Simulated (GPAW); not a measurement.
HfB:

```
Hf B
1.0
     0.00000    2.31000    2.31000
     2.31000    0.00000    2.31000
     2.31000    2.31000    0.00000
Hf B
1 1
Direct
  0.50000 0.50000 0.50000
  0.00000 0.00000 0.00000
```

Program: GPAW 26.7.0. Alike in all runs: task single point; level r2SCAN+U; potentials or basis GPAW PAW data sets (gpaw-data 1.2.1), pw; no spin polarisation; cell as given; k mesh 10 × 10 × 10; cutoff (eV) 800; smearing fermi-dirac 0.05 eV.

Order these runs on this cell by their pressure, lowest first.
A. U Hf d U = 2 eV
B. U Hf d U = 1 eV
C. U Hf d U = 6 eV
D. U Hf d U = 5 eV
E. U Hf d U = 3 eV

B (35.2 GPa), A (39.1 GPa), E (42.9 GPa), D (50.7 GPa), C (54.7 GPa).

Caveats: a pressure of tens of GPa on the cell as given is suspect, and the run, the potentials or the cell itself is likely at fault; the PAW data sets were made with another functional, which shifts forces and pressure a little; U without spin polarisation on a metal has little footing; the U is typed as a test and isn't derived for this compound.
